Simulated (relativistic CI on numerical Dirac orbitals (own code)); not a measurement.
# Pd⁺: resonant inelastic X-ray scattering at the L2,3 edge

Which low excitations of Pd⁺ show in RIXS, and at which incident energy? 6 crystal fields.

Method: Dirac-Coulomb-Breit CI, KLI orbitals optimised for each configuration, model QED (radiative potential, 1s self-energy scaled to tabulated hydrogen-like ionisation energies), valence Slater integrals scaled by 0.7, Kramers-Heisenberg scattering through one core-hole configuration in a parametric crystal field. Code: relativistic CI on numerical Dirac orbitals (own code) version 3.

## 1. The atom as given

```
ion             : Pd⁺ (Pd II)
nuclear charge  : 46
electrons       : 45
configurations  : [Kr] 4d9 → [He] 2s2 2p5 3s2 3p6 3d10 4s2 4p6 4d10
temperature     : 300 K
core-hole width : 2.4 eV
field 1 (cm⁻¹)  : Oh, 10Dq = 14550
field 2 (cm⁻¹)  : Td, 10Dq = -8900
field 3 (cm⁻¹)  : D4h, 10Dq = 7100, Ds = 0, Dt = 310
field 4 (cm⁻¹)  : D3d, 10Dq = 25650, Dsigma = 970, Dtau = 290
field 5 (cm⁻¹)  : D4h, 10Dq = 26300, Ds = -730, Dt = -100
field 6 (cm⁻¹)  : D4h, 10Dq = 19550, Ds = 2200, Dt = 0
```

## 2. Field 1: Oh, 10Dq = 14550

Input settings:

```ini
atom Pd  Z=46  charge=1  electrons=45
nucleus A=106  rms_radius_fm=4.5318
hamiltonian dirac-coulomb  breit=on  qed=on  c_scale=1
orbitals kli  potential=per-configuration
slater_scale 0.7
correlation none
mixing on
configurations
  [Kr] 4d9
  [He] 2s2 2p5 3s2 3p6 3d10 4s2 4p6 4d10
end
rixs L2,3 T=300 core_hole_width=2.4
crystal_field Oh 10Dq=14550
```

Launch:

```bash
> python run_levels.py task.json out
```

The settings of every run stand in task.json; they run in order.

## 3. Field 2: Td, 10Dq = -8900

Settings: those of step 2 with these lines changed.

```diff
@@ -12,2 +12,2 @@
 rixs L2,3 T=300 core_hole_width=2.4
-crystal_field Oh 10Dq=14550
+crystal_field Td 10Dq=-8900
```

## 4. Field 3: D4h, 10Dq = 7100, Ds = 0, Dt = 310

Settings: those of step 3 with these lines changed.

```diff
@@ -12,2 +12,2 @@
 rixs L2,3 T=300 core_hole_width=2.4
-crystal_field Td 10Dq=-8900
+crystal_field D4h 10Dq=7100 Ds=0 Dt=310
```

## 5. Field 4: D3d, 10Dq = 25650, Dsigma = 970, Dtau = 290

Settings: those of step 4 with these lines changed.

```diff
@@ -12,2 +12,2 @@
 rixs L2,3 T=300 core_hole_width=2.4
-crystal_field D4h 10Dq=7100 Ds=0 Dt=310
+crystal_field D3d 10Dq=25650 Dsigma=970 Dtau=290
```

## 6. Field 5: D4h, 10Dq = 26300, Ds = -730, Dt = -100

Settings: those of step 5 with these lines changed.

```diff
@@ -12,2 +12,2 @@
 rixs L2,3 T=300 core_hole_width=2.4
-crystal_field D3d 10Dq=25650 Dsigma=970 Dtau=290
+crystal_field D4h 10Dq=26300 Ds=-730 Dt=-100
```

## 7. Field 6: D4h, 10Dq = 19550, Ds = 2200, Dt = 0

Settings: those of step 6 with these lines changed.

```diff
@@ -12,2 +12,2 @@
 rixs L2,3 T=300 core_hole_width=2.4
-crystal_field D4h 10Dq=26300 Ds=-730 Dt=-100
+crystal_field D4h 10Dq=19550 Ds=2200 Dt=0
```

(Steps that only read results are left out.)

What does the calculation give? Wanted: incident energies, field 1; share of spin-changing ones, field 1.

The runs gave:

| field | S, thermal mean | first incident energy (eV) | lowest loss over 0.08 eV (eV) | strongest such loss there (eV) | its level |
| --- | --- | --- | --- | --- | --- |
| 1: Oh | 0.50 | 3173.7 | 1.661 | 1.661 | G7, S = 0.5 |
| 2: Td | 0.50 | 3173.2 | 0.208 | 0.208 | G8, S = 0.5 |
| 3: D4h | 0.50 | 3173.1 | 0.173 | 0.611 | G7, S = 0.5 |
| 4: D3d | 0.50 | 3174.6 | 3.048 | 3.048 | G4, S = 0.5 |
| 5: D4h | 0.50 | 3174.8 | 0.423 | 3.365 | G7, S = 0.5 |
| 6: D4h | 0.50 | 3174.6 | 1.088 | 3.199 | G7, S = 0.5 |

```
                            quantity              value
          incident energies, field 1  3173.7, 3331.0 eV
strongest loss over 0.08 eV, field 1            1.66 eV
share of spin-changing ones, field 1                0 %
```

What this shows: In field 1 the strongest loss over 0.08 eV at the first resonance is 1.66 eV (G7, S = 0.5). The first incident energy is the lowest absorption maximum of each field and need not be the same resonance in all. Only the lowest levels kept in the record count, and labels are spin-orbit irreps. Polarisations are summed, and charge-transfer losses are outside the model.
